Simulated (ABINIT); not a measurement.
# BiTe (R-3m) in ABINIT: reference runs

Reference runs on BiTe: the cell as given.

All numbers are computed with ABINIT 10.8.3 (patched build); they aren't measurements. Logs are shortened: lines on timing, memory, paths and dates and some standing lists are left out, and cuts for length are marked. The log counts tension as positive stress, the text compression.

### Step 1. The crystal as given

It takes space group R-3m (No. 166, trigonal). Conventional cell: a = 4.845 Å, b = 4.845 Å, c = 9.952 Å, α = 90.00°, β = 90.00°, γ = 120.00°. Bi (site symmetry -3m) is surrounded by 6 Te at 3.25 Å. Around Te (site symmetry -3m) lie 6 Bi at 3.25 Å.

The cell comes from a database or a generator and needn't be the stable form of this composition.

### Step 2. Single point, PBEsol

run.abi reads:

```
# Pseudopotentials
pp_dirpath "./"
pseudos "Bi.upf, Te.upf"

# Structure
acell 3*1.0
rprim
     4.5782541706     2.6432562778     6.2687732694
    -4.5782541706     2.6432562778     6.2687732694
     0.0000000000    -5.2865125556     6.2687732694
ntypat 2
znucl 83 52
natom 2
typat 1 2
xcart
     0.0000000000     0.0000000000     9.4031599041
     0.0000000000     0.0000000000     0.0000000000

# Plane-wave basis
ecut 40.0

# k points
kptopt 1
ngkpt 7 7 7
nshiftk 1
shiftk 0.0 0.0 0.0

# Exchange and correlation
ixc -116133

# Bands and occupations
nband 20
occopt 3
tsmear 0.00183747

# SCF cycle
nstep 100
tolvrs 1.0e-10

# Output
iomode 3
prtwf 0
prtden 0
prteig 0
prtebands 0
```

Potentials or basis: PseudoDojo NC SR PBEsol v0.4.1 standard.

Command:

```console
$ abinit run.abi > log 2>&1
```

run.abo:

```text
.Version 10.8.3 of ABINIT
 Symmetries : space group R-3 m (#166); Bravais hR (rhombohedral)
================================================================================
 Values of the parameters that define the memory need of the present run
     intxc =       0    ionmov =       0      iscf =       7    lmnmax =       6
     lnmax =       6     mgfft =      48  mpssoang =       3    mqgrid =    3001
     natom =       2  nloc_mem =       1    nspden =       1   nspinor =       1
    nsppol =       1      nsym =      12    n1xccc =    2501    ntypat =       2
    occopt =       3   xclevel =       2
       mpw =        5521          nfft =      110592          nkpt =          44
================================================================================
================================================================================

--------------------------------------------------------------------------------
------------- Echo of variables that govern the present computation ------------
--------------------------------------------------------------------------------
 -outvars: echo values of preprocessed input variables --------
            acell      1.0000000000E+00  1.0000000000E+00  1.0000000000E+00 Bohr
              amu      2.08980370E+02  1.27600000E+02
             ecut      4.00000000E+01 Hartree
              ixc     -116133
         kptrlatt        7    0    0      0    7    0      0    0    7
          kptrlen      5.74020203E+01
            natom           2
            nband          20
            ngfft          48      48      48
             nkpt          44
            nstep         100
             nsym          12
           ntypat           2
           occopt           3
           prtden           0
        prtebands           0
           prteig           0
            prtwf           0
            rprim      4.5782541706E+00  2.6432562778E+00  6.2687732694E+00
                      -4.5782541706E+00  2.6432562778E+00  6.2687732694E+00
                       0.0000000000E+00 -5.2865125556E+00  6.2687732694E+00
          spgroup         166
           tolvrs      1.00000000E-10
           tsmear      1.83747000E-03 Hartree
            typat      1  2
           xangst      3.3972705647E-17 -7.5583220294E-17  4.9759379284E+00
                       0.0000000000E+00  0.0000000000E+00  0.0000000000E+00
            xcart      6.4199109429E-17 -1.4283158607E-16  9.4031599041E+00
                       0.0000000000E+00  0.0000000000E+00  0.0000000000E+00
             xred      5.0000000000E-01  5.0000000000E-01  5.0000000000E-01
                       0.0000000000E+00  0.0000000000E+00  0.0000000000E+00
            znucl       83.00000   52.00000

================================================================================

 chkinp: Checking input parameters for consistency.

[... 91 lines left out ...]
    1        2.00000         10.70016978
    2        2.00000         11.91875012
================================================================================

 ----iterations are completed or convergence reached----

 Mean square residual over all n,k,spin=   20.912E-08; max=  11.665E-05
 reduced coordinates (array xred) for    2 atoms
       0.500000000000      0.500000000000      0.500000000000
       0.000000000000      0.000000000000      0.000000000000
 rms dE/dt=  0.0000E+00; max dE/dt=  0.0000E+00; dE/dt below (all hartree)
    1       0.000000000000      0.000000000000      0.000000000000
    2       0.000000000000      0.000000000000      0.000000000000

 cartesian coordinates (angstrom) at end:
    1      0.00000000000000    -0.00000000000000     4.97593792835083
    2      0.00000000000000     0.00000000000000     0.00000000000000

 cartesian forces (hartree/bohr) at end:
    1     -0.00000000000000    -0.00000000000000    -0.00000000000000
    2     -0.00000000000000    -0.00000000000000    -0.00000000000000
 frms,max,avg= 0.0000000E+00 0.0000000E+00   0.000E+00  0.000E+00  0.000E+00 h/b

 cartesian forces (eV/Angstrom) at end:
    1     -0.00000000000000    -0.00000000000000    -0.00000000000000
    2     -0.00000000000000    -0.00000000000000    -0.00000000000000
 frms,max,avg= 0.0000000E+00 0.0000000E+00   0.000E+00  0.000E+00  0.000E+00 e/A
 length scales=  1.000000000000  1.000000000000  1.000000000000 bohr
              =  0.529177210544  0.529177210544  0.529177210544 angstroms
 Fermi (or HOMO) energy (hartree) =   0.18907   Average Vxc (hartree)=  -0.37120
 Eigenvalues (hartree) for nkpt=  44  k points:
 kpt#   1, nband= 20, wtk=  0.00292, kpt=  0.0000  0.0000  0.0000 (reduced coord)
  -1.17615   -1.17615   -1.17495   -1.17495   -1.17447   -0.66158   -0.66158   -0.66110
  -0.66110   -0.66053   -0.30692   -0.11604    0.08265    0.08265    0.13103    0.25861
   0.28149    0.28149    0.33798    0.33798
      occupation numbers for kpt#   1
   2.00000    2.00000    2.00000    2.00000    2.00000    2.00000    2.00000    2.00000
   2.00000    2.00000    2.00000    2.00000    2.00000    2.00000    2.00000    0.00000
   0.00000    0.00000    0.00000    0.00000
 prteigrs : prtvol=0 or 1, do not print more k-points.

--- !EnergyTerms
iteration_state     : {dtset: 1, }
comment             : Components of total free energy in Hartree
kinetic             :  9.59744729184585E+01
hartree             :  4.30672511426647E+01
xc                  : -4.58246469806122E+01
Ewald energy        : -1.11978893736939E+02
psp_core            :  5.42996781642808E+00
local_psp           : -1.28403876573779E+02
non_local_psp       : -4.48766950415422E+01
internal            : -1.86612420455320E+02
'-kT*entropy'       : -4.36998059533851E-04
total_energy        : -1.86612857453380E+02
total_energy_eV     : -5.07799454263011E+03
band_energy         : -1.86347702588430E+01
...

 Cartesian components of stress tensor (hartree/bohr^3)
  sigma(1 1)=  7.86468937E-05  sigma(3 2)=  0.00000000E+00
  sigma(2 2)=  7.86468939E-05  sigma(3 1)=  0.00000000E+00
  sigma(3 3)=  7.31596010E-05  sigma(2 1)=  0.00000000E+00

-Cartesian components of stress tensor (GPa)         [Pressure= -2.2601E+00 GPa]
- sigma(1 1)=  2.31387150E+00  sigma(3 2)=  0.00000000E+00
- sigma(2 2)=  2.31387150E+00  sigma(3 1)=  0.00000000E+00
- sigma(3 3)=  2.15242977E+00  sigma(2 1)=  0.00000000E+00

== END DATASET(S) ==============================================================
================================================================================

 -outvars: echo values of variables after computation  --------
            acell      1.0000000000E+00  1.0000000000E+00  1.0000000000E+00 Bohr
           etotal     -1.8661285745E+02
            fcart     -0.0000000000E+00 -0.0000000000E+00 -0.0000000000E+00
                      -0.0000000000E+00 -0.0000000000E+00 -0.0000000000E+00
            rprim      4.5782541706E+00  2.6432562778E+00  6.2687732694E+00
                      -4.5782541706E+00  2.6432562778E+00  6.2687732694E+00
                       0.0000000000E+00 -5.2865125556E+00  6.2687732694E+00
           strten      7.8646893748E-05  7.8646893879E-05  7.3159600964E-05
                       0.0000000000E+00  0.0000000000E+00  0.0000000000E+00
           xangst      3.3972705647E-17 -7.5583220294E-17  4.9759379284E+00
                       0.0000000000E+00  0.0000000000E+00  0.0000000000E+00
             xred      5.0000000000E-01  5.0000000000E-01  5.0000000000E-01
                       0.0000000000E+00  0.0000000000E+00  0.0000000000E+00
 Calculation completed.
```

It took 2.5 min on 1 thread of Arm Neoverse V1, shared host; peak memory 0.16 GiB.

What came out:

```yaml
Free_energy: -5077.9945 eV
Pressure: -2.3 GPa
Band_gap_on_the_k_mesh: none (metal or under the smearing width)
Valence_electrons_inside_the_program's_atomic_spheres: Bi 10.70; Te 11.92
```

Stress tensor (GPa, compression positive):
```
-2.31  0.00  0.00
 0.00 -2.31  0.00
 0.00  0.00 -2.15
```

Caveat: spin-orbit coupling is left out, which moves the levels of the heavy elements.
